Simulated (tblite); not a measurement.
# C4H11AsOSi2: the cost of one run

The runs use tblite 0.8.0 and PySCF 2.14.0, with density-fitted response routines of our own; the level of theory stands in each step. All values are computed, except where a source is named. Atoms are numbered from 0 throughout.

### Step 1. The starting structure

19 atoms, charge 0, multiplicity 1; geometry from: force field or distance geometry start.

Bonds of the start (Å): C0–C1 1.34, C1–Si2 1.83, Si2–O3 1.69, O3–Si4 1.68, Si4–C5 1.84, C5–As6 1.97, As6–C7 1.95, As6–Si2 2.34, C0–H8 1.08, C0–H9 1.07, C1–H10 1.07, Si2–H11 1.45, Si4–H12 1.49, Si4–H13 1.49, C5–H14 1.10, C5–H15 1.11, C7–H16 1.12, C7–H17 1.11, C7–H18 1.11.

### Step 2. Geometry optimisation with GFN2-xTB

The job: settings as JSON, then the geometry in Å.

```
{"job": {"kind": "relax", "xc": "GFN2-xTB", "basis": "xTB"}, "charge": 0, "multiplicity": 1}
C      3.027700    -0.912900     0.280200
C      2.271300    -1.066000    -0.811400
Si     0.733200    -0.094200    -1.035200
O      1.057400     1.480500    -0.503900
Si    -0.292600     2.162700     0.222000
C     -1.125400     0.992700     1.372700
As    -0.763500    -0.797800     0.623300
C     -2.360400    -1.454800    -0.284700
H      2.806600    -0.232300     1.086000
H      3.912400    -1.517500     0.361200
H      2.547200    -1.771200    -1.571200
H      0.171500    -0.208000    -2.371800
H      0.190500     3.304500     1.051800
H     -1.223000     2.785200    -0.763000
H     -0.733000     1.028900     2.401400
H     -2.218200     1.162100     1.330500
H     -2.425700    -2.550000    -0.068000
H     -3.290300    -0.960300     0.061900
H     -2.295500    -1.342500    -1.389300
```

Command:

```sh
> OMP_NUM_THREADS=1 python probes_run.py task.json out
```

One launch serves the whole session: the jobs run in the order shown.

**Question.** How long does this first job take on 1 thread of Arm Neoverse V2, shared host?

About 1.9 s.
